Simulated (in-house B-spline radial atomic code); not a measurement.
**Rh³⁷⁺: excited configurations in jj coupling**

Wanted: excitation energies of Rh³⁷⁺ as differences of total energies (ΔSCF).

Program: in-house B-spline radial atomic code version 1. Level of theory: Dirac-Hartree-Fock, average of configuration, Fermi nucleus, basis-set limit. These are calculated values, not measurements, unless marked.

### 1 Starting point

```
element       : rhodium (Z = 45)
charge        : +37
electrons     : 8
configuration : 1s2 2s2 2p-2 2p+2
Hamiltonian   : Dirac-Coulomb
nucleus       : Fermi, rms radius 4.495 fm
```

In configurations, a minus sign after the shell means j = l − 1/2 and a plus sign j = l + 1/2; the count of electrons follows.

Input settings:

```ini
Z = 45
electrons = 8.0
configuration = 1s2 2s2 2p-2 2p+2
hamiltonian = dirac
method = hf
spin_polarised = False
nucleus = fermi
rms_radius = 4.4945
mass_number = 103
atomic_mass = 102.905494081
speed_of_light = 137.035999084
```

From the earlier run of the reference: total energy -3383.969203 hartree. Levels, eight at most:

```
orbital  occupation  energy (eV)  <r> (bohr)
  1s1/2           2     -25952.4     0.03253
  2s1/2           2     -5744.68      0.1365
  2p1/2           2     -5557.35      0.1154
  2p3/2           2     -5405.09      0.1197
```

### 2 Configuration 1s2 2s2 2p-1 2p+2 5d+1

Input settings:

```ini
Z = 45
electrons = 8.0
configuration = 1s2 2s2 2p-1 2p+2 5d+1
hamiltonian = dirac
method = hf
spin_polarised = False
nucleus = fermi
rms_radius = 4.4945
mass_number = 103
atomic_mass = 102.905494081
speed_of_light = 137.035999084
```

### 3 1s2 2s2 2p+3 6p-1

Changes to the settings of step 2:

```diff
@@ -2,3 +2,3 @@
 electrons = 8.0
-configuration = 1s2 2s2 2p-1 2p+2 5d+1
+configuration = 1s2 2s2 2p+3 6p-1
 hamiltonian = dirac
```

### 4 1s2 2s2 2p-1 2p+2 3p-1

Changes to the settings of step 3:

```diff
@@ -2,3 +2,3 @@
 electrons = 8.0
-configuration = 1s2 2s2 2p+3 6p-1
+configuration = 1s2 2s2 2p-1 2p+2 3p-1
 hamiltonian = dirac
```

### 5 1s2 2s2 2p+3 6f-1

Changes to the settings of step 4:

```diff
@@ -2,3 +2,3 @@
 electrons = 8.0
-configuration = 1s2 2s2 2p-1 2p+2 3p-1
+configuration = 1s2 2s2 2p+3 6f-1
 hamiltonian = dirac
```

### 6 Run with 1s2 2s1 2p-2 2p+2 4p+1

Changes to the settings of step 5:

```diff
@@ -2,3 +2,3 @@
 electrons = 8.0
-configuration = 1s2 2s2 2p+3 6f-1
+configuration = 1s2 2s1 2p-2 2p+2 4p+1
 hamiltonian = dirac
```

### 7 Configuration 1s2 2s2 2p-1 2p+3

Changes to the settings of step 6:

```diff
@@ -2,3 +2,3 @@
 electrons = 8.0
-configuration = 1s2 2s1 2p-2 2p+2 4p+1
+configuration = 1s2 2s2 2p-1 2p+3
 hamiltonian = dirac
```

### 8 Configuration 1s2 2s2 2p+4

Changes to the settings of step 7:

```diff
@@ -2,3 +2,3 @@
 electrons = 8.0
-configuration = 1s2 2s2 2p-1 2p+3
+configuration = 1s2 2s2 2p+4
 hamiltonian = dirac
```

How far above the reference does each configuration lie (order and size, in eV)?

**Answer**, as computed:

| net move | configuration | energy above the reference (eV) | with Breit, QED, recoil (eV) | largest <r> (bohr) |
| --- | --- | --- | --- | --- |
| 2p1/2 → 2p3/2 | 1s2 2s2 2p-1 2p+3 | 151.63 | 148.91 | 0.136 |
| 2×2p1/2 → 2×2p3/2 | 1s2 2s2 2p+4 | 316.62 | 312.75 | 0.136 |
| 2p1/2 → 3p1/2 | 1s2 2s2 2p-1 2p+2 3p-1 | 3199.13 | 3193.65 | 0.310 |
| 2s → 4p3/2 | 1s2 2s1 2p-2 2p+2 4p+1 | 4464.93 | 4458.25 | 0.581 |
| 2p1/2 → 5d5/2 | 1s2 2s2 2p-1 2p+2 5d+1 | 4758.44 | 4751.32 | 0.894 |
| 2×2p1/2 → 2p3/2, 6p1/2 | 1s2 2s2 2p+3 6p-1 | 5154.67 | 5145.98 | 1.34 |
| 2×2p1/2 → 2p3/2, 6f5/2 | 1s2 2s2 2p+3 6f-1 | 5172.54 | 5163.66 | 1.26 |

What this shows: The energies run from 151.63 eV (2p1/2 → 2p3/2) to 5172.54 eV (2×2p1/2 → 2p3/2, 6f5/2). Two partly filled shells share a symmetry and can mix in the average, which may lower the energy, for: 2p1/2 → 3p1/2; 2s → 4p3/2. These are averages over configurations, without correlation, not spectroscopic levels.
